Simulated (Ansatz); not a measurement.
# Au: the cost of one run

Program: Ansatz 0.2.0. Level of theory: DFT r2SCAN, scalar-relativistic, plane waves, PAW. These are calculated values, not measurements.

1 further run of the same task is left out (set aside as unsound or not needed).

## Step 1: The starting structure

The structure is orthorhombic, space group Cmcm (No. 63). The conventional cell has a = 2.840 Å, b = 5.101 Å, c = 4.857 Å, α = 90.00°, β = 90.00°, γ = 90.00°. Au (site symmetry m2m) has 12 Au at 2.84 to 2.95 Å as nearest neighbours.

Coordinates:

```
CELL_PARAMETERS angstrom
1.41993 -2.55070 0.00000
1.41993 2.55070 0.00000
0.00000 0.00000 4.85684
ATOMIC_POSITIONS crystal
Au 0.66415 0.33585 0.25000
Au 0.33585 0.66415 0.75000
```

It goes back to an entry of the Materials Project, which need not be the stable form.

This cell was relaxed beforehand with the same method: volume 17.59 Å³/atom, gap on the mesh none (metal).

## Step 2: Volume × 0.97

File input.yaml:

```yaml
crystal:
  lattice:
    - [1.405587285, -2.5249372047, 0.0]
    - [1.405587285, 2.5249372047, 0.0]
    - [0.0, 0.0, 4.8077766987]
  atoms:
    - { symbol: Au, position: [0.6641465052, 0.3358534948, 0.25] }
    - { symbol: Au, position: [0.3358534948, 0.6641465052, 0.75] }
basis:
  ecutwfc: 500
kpoints:
  mp_grid: { grid: [16, 16, 10] }
hamiltonian:
  xc: r2scan
scf:
  occupations: { method: gaussian, width: 0.1 }
output:
  forces: true
  stress: true
  eigenvalues: true
relax:
  adjacent_minimum: "off"
  f_tol: 0.01
  max_steps: 30
  cell: { stress_tol: 0.1, fix: [volume] }
```

Command:

```sh
$ ansatz run input.yaml --threads 1 --pin off --max-ram 2560MiB --backend cpu --events-out ev --progress --plain --runs-dir out
```

What time and memory should one allow on 1 thread of Intel Xeon Platinum 8488C (Sapphire Rapids), shared host?

About 88 s, with a peak of 0.73 GiB.
